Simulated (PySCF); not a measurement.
# C5H9Br (Bromocyclopentane): the cost of one run

Programs: PySCF 2.14.0, with routines of our own; each step states its level. All values are computed. Atoms count from 0.

## Step 1: The system as given

15 atoms, charge 0, multiplicity 1; geometry from: GFN2-xTB.

## Step 2: Geometry optimisation at PBE0-D3(BJ)/def2-SVP

Job settings and geometry (Å):

```
{"job": {"xc": "PBE0", "basis": "def2-SVP", "d3": "d3bj", "grid": 1, "maxiter": 30, "shake": 0.01, "kind": "geom"}, "charge": 0, "multiplicity": 1}
Br     1.295520     1.866780     1.180600
C      0.767680     0.874420    -0.440200
C      1.096430    -0.591060    -0.262540
C      0.016000    -1.129390     0.621190
C     -1.217710    -0.191600     0.393750
C     -0.740540     0.877480    -0.600230
H      1.316330     1.361880    -1.254730
H      2.115110    -0.736600     0.184750
H      1.105450    -1.062810    -1.216590
H      0.281470    -1.120570     1.682180
H     -0.267570    -2.163200     0.370830
H     -1.488280     0.292800     1.350540
H     -2.116790    -0.704920     0.019280
H     -0.987310     0.571190    -1.614180
H     -1.191140     1.838210    -0.421920
```

On the command line:

```sh
> OMP_NUM_THREADS=1 python heavy_run.py task.json out
```

One launch serves the whole session: the jobs run in the order shown.

**Question.** How long does this first job take on 1 thread of Arm Neoverse V1, shared host, and how much memory does it need?

About 41 s, with a peak of 0.6 GiB.
